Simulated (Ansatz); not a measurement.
# CH3BFNS: the cost of one run

Program: Ansatz 0.2.0, Gaussian basis. Level of theory: the settings change from run to run. These are calculated values, not measurements.

## Step 1: The molecule

An earlier PBE0-D4 in a triple-zeta def2 set relaxation fixed the geometry.

SMILES `N=C(F)BS`, 8 atoms, charge 0, spin multiplicity 1.

Atoms are counted from 1 here; the program's logs count them from 0.

Bond lengths: N1–C2 1.252 Å, N1–H6 1.020 Å, C2–F3 1.354 Å, C2–B4 1.579 Å, B4–S5 1.756 Å, B4–H7 1.189 Å, S5–H8 1.350 Å. Angles: C2–N1–H6 112.6°, N1–C2–F3 121.1°, N1–C2–B4 124.6°, F3–C2–B4 114.2°, C2–B4–S5 119.6°, C2–B4–H7 121.4°, S5–B4–H7 119.1°, B4–S5–H8 95.5°.

Geometry (Å):

```xyz
8
CH3BFNS
N    -0.60949    1.14119    0.54929
C     0.36623    0.35813    0.49580
F     1.45331    0.53989    1.28282
B     0.45843   -0.89749   -0.45748
S    -0.87434   -1.26350   -1.53986
H    -0.47479    1.88945    1.22945
H     1.41439   -1.60402   -0.45920
H    -1.64165   -0.22073   -1.15671
```

## Step 2: wPBEh/cc-pVTZ

in.yaml

```yaml
crystal:
  periodic: [false, false, false]
  atoms:
    - {symbol: N, position_ang: [-0.609487, 1.141188, 0.549291]}
    - {symbol: C, position_ang: [0.366225, 0.358126, 0.495796]}
    - {symbol: F, position_ang: [1.453314, 0.539888, 1.282819]}
    - {symbol: B, position_ang: [0.458435, -0.897494, -0.457478]}
    - {symbol: S, position_ang: [-0.874339, -1.263504, -1.539863]}
    - {symbol: H, position_ang: [-0.474790, 1.889450, 1.229447]}
    - {symbol: H, position_ang: [1.414390, -1.604022, -0.459198]}
    - {symbol: H, position_ang: [-1.641649, -0.220733, -1.156715]}
basis:
  gaussian: {orbitals: cc-pVTZ}
hamiltonian: {xc: {name: wPBEh}}
```

Started as:

```bash
$ ansatz run in.yaml --threads 2 --pin off --events-out ev --progress --plain --max-ram 4352MiB
```

What time and memory should one allow on 2 threads of Arm Neoverse V1, shared host?

About 3.6 s, with a peak of 0.38 GiB.
